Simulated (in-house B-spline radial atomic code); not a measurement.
**Yb¹⁰⁺: ionisation energy by several methods**

One table from this session's results is given with a row withheld; the runs are named, their logs left out.

The numbers are computed with in-house B-spline radial atomic code version 1 (Dirac-Coulomb, several functionals; spherical all-electron atom at the radial basis limit), except any that are marked as measured or tabulated.

### What is computed

```
element       : ytterbium (Z = 70)
charge        : +10
electrons     : 60
configuration : [Kr] 4d10 4f12 5s2
nucleus       : Fermi, rms radius 5.311 fm
```

Outer shells as boxes (Hund's rule):

[Kr] 4d10 4f12 5s2
```
[Kr] core
4d [↑↓][↑↓][↑↓][↑↓][↑↓]
4f [↑↓][↑↓][↑↓][↑↓][↑↓][↑ ][↑ ]
5s [↑↓]
```

The boxes only draw the filling; these runs are spin-restricted and spherical.

Set-up of the first run:

Settings, as recorded:

```ini
Z = 70
electrons = 60.0
configuration = [Kr] 4d10 4f12 5s2
hamiltonian = dirac
method = lda,pw
spin_polarised = False
nucleus = fermi
rms_radius = 5.3108
mass_number = 174
atomic_mass = 173.938867545
speed_of_light = 137.035999084
```

Among the steps run: LDA (PW92); AM05, a GGA; PBE, a GGA; OLYP, a GGA; LDA (VWN5); RPBE, a GGA.

One of the session's tables, all rows but one given; the rest of the session is left out.

| method | ΔSCF (eV) | with Breit, QED, recoil (eV) |
| --- | --- | --- |
| LDA (PW92) | 188.23 | 188.31 |
| LDA (VWN5) | 188.24 | 188.32 |
| AM05 | ? | ? |
| PBE | 187.72 | 187.81 |
| OLYP | 188.57 | 188.65 |
| RPBE | 187.60 | 187.68 |

Estimate the missing values for AM05.

**Answer.** ΔSCF (eV): 187.90; with Breit, QED, recoil (eV): 187.98. In the column «ΔSCF (eV)» it lies between PBE (187.72) and LDA (PW92) (188.23).
